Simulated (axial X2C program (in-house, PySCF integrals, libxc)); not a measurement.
# BrCuBr: bond lengths and stretches, held linear

One table from this session's results is given with a row withheld; the runs are named, their logs left out.

Method: all-electron X2C, two-component (2c) or spin-free, Br dyall-av3z, Cu dyall-v3z; program: an in-house X2C program for linear molecules on PySCF integrals.

All values are calculated.

2 further runs of the same task are left out: 2 set aside as unsound or not needed.

The first run:

Contents of task.json:

```json
{
 "zs": [
  35,
  29,
  35
 ],
 "q": 0,
 "bas": [
  "dyall-av3z",
  "dyall-v3z",
  "dyall-av3z"
 ],
 "r0": [
  2.26,
  2.26
 ],
 "symm": 1,
 "scan": [
  "PBE0",
  "HF",
  "BHandHLYP"
 ],
 "levels": [
  "PBE0",
  "HF",
  "BHandHLYP"
 ],
 "nst": 2
}
```

Keys: zs atomic numbers; q charge; bas basis sets; r0 starting distance in Å; symm equal bonds; scan levels of the two-bond scan (MP2 follows by itself at each HF point); levels methods; nst determinants followed.

Run with:

```
$ python solin.py task.json out
```

Masses Br 78.918, Cu 62.930, Br 78.918 u.

Among the steps run: Scan at PBE0, 2c; Scan at HF, 2c; Scan at BHandHLYP, 2c.

One of the session's tables, all rows but one given; the rest of the session is left out.

| level | r(Br–Cu) (Å) | r(Cu–Br) (Å) | lower stretch (cm⁻¹) | upper stretch (cm⁻¹) |
| --- | --- | --- | --- | --- |
| PBE0, 2c | ? | ? | ? | ? |
| HF, 2c | 2.263 | 2.263 | 214.0 | 392.4 |
| BHandHLYP, 2c | 2.203 | 2.203 | 222.0 | 409.3 |
| MP2, 2c | 2.179 | 2.179 | 227.7 | 425.4 |
| PBE0, spin-free | 2.178 | 2.178 | 219.8 | 402.9 |
| HF, spin-free | 2.263 | 2.263 | 214.4 | 393.0 |
| BHandHLYP, spin-free | 2.203 | 2.203 | 222.3 | 409.7 |
| MP2, spin-free | 2.178 | 2.178 | 228.1 | 425.6 |

Estimate the missing values for PBE0, 2c.

As computed: r(Br–Cu) (Å): 2.179; r(Cu–Br) (Å): 2.179; lower stretch (cm⁻¹): 218.9; upper stretch (cm⁻¹): 401.3.

Scans not shown above were run alike.

To keep in mind: The molecule was held linear; bending was not examined, so a bent shape may lie lower. Note: functional without a current term on a determinant with orbital currents, of the molecule or an atom.
